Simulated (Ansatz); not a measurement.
# HNO (SMILES N=O) at PBE/STO-3G

Aim: the electronic atomisation energy of HNO at PBE/STO-3G, from 4 runs. 

Program for the calculation: Ansatz 0.2.0.

52 further runs of the same task are left out: 1 that didn't finish, 51 set aside as unsound or not needed.

## (1) The system as given

HNO: 3 atoms, total charge 0, spin state singlet. As SMILES, `N=O`. Geometry: relaxed at GFN2-xTB.

Bond lengths: N1–O2 1.201 Å, N1–H3 1.062 Å. Angles: O2–N1–H3 112.4°.

## (2) A single-point energy at PBE/STO-3G

job.yaml

```yaml
crystal:
  periodic: [false, false, false]
  atoms:
    - symbol: N
      position_ang: [-0.275940, 0.297220, -0.114780]
    - symbol: O
      position_ang: [0.768580, 0.418030, 0.466150]
    - symbol: H
      position_ang: [-0.492640, -0.715240, -0.351380]
basis:
  gaussian:
    orbitals: STO-3G
accuracy: high
hamiltonian:
  xc: pbe
```

Command:

```sh
$ ansatz run job.yaml --threads 1 --pin off --max-ram 2610MiB --events-out events.jsonl --progress --plain --runs-dir runs
```

Log:

```text
Warning: RAYON_NUM_THREADS=1 ignored (pool sized by the plan → 1); use --threads N
Functional definition: PBE
  name "PBE"
  parameter kappa = 0.804
  parameter beta = 0.06672455060314922
  exchange = pbe_x(kappa = kappa, mu = beta*pi^2/3)
  correlation = pbe_c(beta = beta)
168 factors; integrals over basis functions are off by at most 2.2e-8 eV
mean field evaluation 1: about -3498.1542 eV, gradient 6.6e0 eV
mean field evaluation 2: about -3498.3064 eV, gradient 2.2e0 eV
mean field evaluation 4: about -3498.3198 eV, gradient 8.4e-2 eV
mean field evaluation 8: about -3498.2801 eV, gradient 6.3e-3 eV
mean field evaluation 16: about -3498.2801 eV, gradient 7.6e-9 eV
mean field -3498.28013485 eV, -128.5594237363 hartree, gradient 3.2e-8 eV, S^2 0.000000; 0 other end points of the search recorded, 0 dependent functions left out
reference -3498.28013592 eV, -128.5594237757 hartree; 8, 8 occupied and 3, 3 virtual orbitals, 168 factors
Total energy: -3498.28013592 eV, -128.5594237757 hartree
```

Run time: 0.38 s. Hardware: 1 thread of Arm Neoverse V2, shared host.

## (3) The H atom at the same level

job.yaml

```yaml
crystal:
  periodic: [false, false, false]
  atoms:
    - {symbol: H, position_ang: [0.000000, 0.000000, 0.000000]}
basis:
  gaussian: {orbitals: STO-3G}
magnetization: {spin_polarized: true, initial_magnetization: 1}
hamiltonian: {xc: {name: PBE}}
accuracy: high
```

Run the same way, it converges to -0.46438 Eh (log not shown).

## (4) The N atom, same level

run.yaml

```yaml
crystal:
  periodic: [false, false, false]
  atoms:
    - symbol: "N"
      position_ang: [0.000000, 0.000000, 0.000000]
basis:
  gaussian: {orbitals: STO-3G}
magnetization: {spin_polarized: true, initial_magnetization: 3}
hamiltonian: {xc: {name: PBE}}
accuracy: high
```

Run the same way, it converges to -53.81470 Eh (log not shown).

## (5) The O atom

molecule.yaml

```yaml
crystal:
  periodic: [false, false, false]
  atoms:
    - {symbol: O, position_ang: [0.000000, 0.000000, 0.000000]}
basis:
  gaussian: {orbitals: STO-3G}
magnetization: {spin_polarized: true, initial_magnetization: 2}
hamiltonian: {xc: {name: PBE}}
accuracy: high
```

Run the same way, it converges to -73.94877 Eh (log not shown).

## (6) Outcome

At PBE/STO-3G:

```
                     quantity          value
       molecule: total energy  -128.55942 Eh
         H atom: total energy    -0.46438 Eh
                 H atom: ⟨S²⟩          0.750
         N atom: total energy   -53.81470 Eh
                 N atom: ⟨S²⟩          3.750
         O atom: total energy   -73.94877 Eh
                 O atom: ⟨S²⟩          2.000
electronic atomisation energy       9.023 eV
```

In words: Taking the molecule apart into free atoms costs 9.02 eV (208 kcal/mol), before zero-point energy and without spin-orbit coupling. In a minimal basis such a difference can be off by several eV, whatever the method.
